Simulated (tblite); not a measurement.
# C5H9F3SeSi: the cost of one run

The runs use tblite 0.8.0 and PySCF 2.14.0, with density-fitted response routines of our own; the level of theory stands in each step. All values are computed, except where a source is named. Atoms are numbered from 0 throughout.

### Step 1. The starting structure

19 atoms, charge 0, multiplicity 1; geometry from: force field or distance geometry start.

Bonds of the start (Å): F0–C1 1.37, C1–F2 1.38, C1–F3 1.40, C1–C4 1.50, C4–Se5 1.94, Se5–Si6 2.28, Si6–C7 1.85, C7–C8 1.53, C8–C9 1.50, C9–C7 1.50, C4–H10 1.12, C4–H11 1.11, Si6–H12 1.49, Si6–H13 1.46, C7–H14 1.12, C8–H15 1.10, C8–H16 1.11, C9–H17 1.12, C9–H18 1.12.

### Step 2. Relaxing the molecule with GFN2-xTB

The job: settings as JSON, then the geometry in Å.

```
{"job": {"kind": "relax", "xc": "GFN2-xTB", "basis": "xTB"}, "charge": 0, "multiplicity": 1}
F      3.427700    -0.965900    -1.334600
C      3.711700    -0.123000    -0.290700
F      4.512300     0.948000    -0.625800
F      4.481900    -0.899600     0.586900
C      2.517400     0.285400     0.522700
Se     1.172800     1.242700    -0.504600
Si    -0.506000    -0.254400    -0.873800
C     -2.186500     0.497100    -0.671700
C     -3.208200    -0.532000    -0.183600
C     -2.817000     0.632200     0.684700
H      2.898200     0.986000     1.308400
H      2.079100    -0.633200     0.963300
H     -0.402300    -1.272400     0.211800
H     -0.260100    -0.827800    -2.193400
H     -2.613900     1.139200    -1.485200
H     -4.177300    -0.534900    -0.706300
H     -2.796600    -1.504800     0.169500
H     -2.204300     0.448400     1.599100
H     -3.638600     1.378200     0.831000
```

On the command line:

```console
$ OMP_NUM_THREADS=1 python probes_run.py task.json out
```

The driver reads the jobs from task.json and runs them one after another.

Q: Estimate the wall time and peak memory of this first job on 1 thread of Arm Neoverse N1, shared host.

About 3.3 s, with a peak of 0.18 GiB.
